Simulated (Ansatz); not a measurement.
# KAsH2O4: a short molecular-dynamics run

Aim: set KAsH2O4 (a randomly packed cell, 16 atoms, not relaxed) in motion for 20 steps of 0.5 fs under a Nosé-Hoover thermostat at 2000 K, and see how temperature, energy and positions respond.

Program: Ansatz 0.2.0. Level of theory: DFT PBE, plane waves, PAW, scalar-relativistic, no spin polarisation. These are calculated values, not measurements.

### 1 The starting structure

The cell holds 16 atoms (As2H4K2O8): a = 6.352 Å, b = 5.543 Å, c = 6.455 Å, α = 83.66°, β = 74.06°, γ = 74.84°.

Coordinates:

```xyz
16
Lattice="6.3496 0.0209 0.1670 1.4199 5.3370 0.4714 1.6099 -0.2399 6.2463" Properties=species:S:1:pos:R:3 pbc="T T T"
K     4.6328    0.4179    3.9195
K     3.2405    3.7252    1.9247
As    2.8913    5.1016    4.8486
As    6.6058    2.7505    2.8474
O     8.2494    3.2396    6.6880
O     5.2330    2.1972    0.5359
O     3.5139    2.6509    5.6883
O     8.0683    3.2239    4.7813
O     2.1183    1.7143    3.5353
O     3.4013    0.8620    1.3667
O     5.6037    0.3416    0.4737
O     5.3875    4.8879    0.5633
H     2.1704    0.6421    0.1597
H     6.3829    0.2824    1.9855
H     2.4498    0.0362    6.1361
H     1.7999    1.8611    0.7586
```

### 2 Molecular dynamics

input.yaml

```yaml
crystal:
  lattice:
    - [6.349563, 0.020937, 0.16702]
    - [1.419931, 5.337017, 0.471438]
    - [1.609857, -0.239895, 6.246291]
  atoms:
    - { symbol: K, position: [0.553158, 0.103331, 0.604902] }
    - { symbol: K, position: [0.289422, 0.707963, 0.246957] }
    - { symbol: As, position: [0.057072, 0.987141, 0.700205] }
    - { symbol: As, position: [0.822, 0.529839, 0.393879] }
    - { symbol: O, position: [0.901279, 0.64831, 0.997682] }
    - { symbol: O, position: [0.723364, 0.410441, 0.035476] }
    - { symbol: O, position: [0.214622, 0.534717, 0.864576] }
    - { symbol: O, position: [0.953956, 0.631446, 0.692293] }
    - { symbol: O, position: [0.120409, 0.344862, 0.536729] }
    - { symbol: O, position: [0.448784, 0.168473, 0.194087] }
    - { symbol: O, position: [0.856263, 0.062819, 0.048194] }
    - { symbol: O, position: [0.643173, 0.913508, 0.004032] }
    - { symbol: H, position: [0.313025, 0.11945, 0.008182] }
    - { symbol: H, position: [0.918146, 0.062277, 0.288616] }
    - { symbol: H, position: [0.127374, 0.050108, 0.975173] }
    - { symbol: H, position: [0.181922, 0.352046, 0.090012] }
kpoints:
  mp_grid: { grid: [3, 3, 3] }
magnetization:
  spin_polarized: false
scf:
  occupations: { method: fermi_dirac, width: 0.1 }
hamiltonian:
  pseudopotentials: { kind: paw }
  xc: pbe
basis:
  ecutwfc: "350 eV"
  ecutrho_ratio: 6
md:
  timestep: 0.5
  n_steps: 20
  ensemble: nvt_nose_hoover
  temperature: 2000.0
  initial_velocities: maxwell_boltzmann
  seed: 484018
```

On the command line:

```sh
$ ansatz run input.yaml --threads 2 --pin off --max-ram 2560MiB --backend cpu --events-out ev --progress --plain --runs-dir out
```

What does the calculation give? Wanted: temperature, first and last step; temperature, second half; potential energy, second half; largest change of the conserved energy; mean square displacement, second half.

The runs gave:

```
                              quantity                                   value
                                length                      20 steps of 0.5 fs
      temperature, first and last step                         2000 and 4049 K
              temperature, second half        mean 3906 K, from 2823 to 4237 K
         potential energy, second half            -233 meV/atom from the start
largest change of the conserved energy                           5.24 meV/atom
 mean square displacement, second half  H 0.464, O 0.021, K 0.006, As 0.001 Å²
```

Against a set 2000 K the second half averages 3906 K with a spread of 411 K (in equilibrium 16 atoms would scatter by about 422 K, over a far longer run); the potential energy of that half lies 233 meV/atom under the start, so the atoms have moved to lower-lying arrangements, and the energy set free heats the cell. The conserved energy strays from its start by at most 5.24 meV/atom, 1.3 % of the mean kinetic energy, which is good for a step of 0.5 fs. The bonding pattern changes, first at 3.5 fs: H13–H15 forms. Over the second half H atoms stand 0.7 Å (root mean square) from where they began, and the farthest move is 1.2 Å. Settings off the usual here: basis.ecutwfc, basis.ecutrho_ratio; they were drawn at random, not all are sound, and the numbers needn't be the system's own. 10 fs on 16 atoms is far too short and small for converged averages. The nuclei move classically, without zero-point motion, which matters most for hydrogen. The log warns that the cutoff is below the recommended one: the forces carry a basis error.
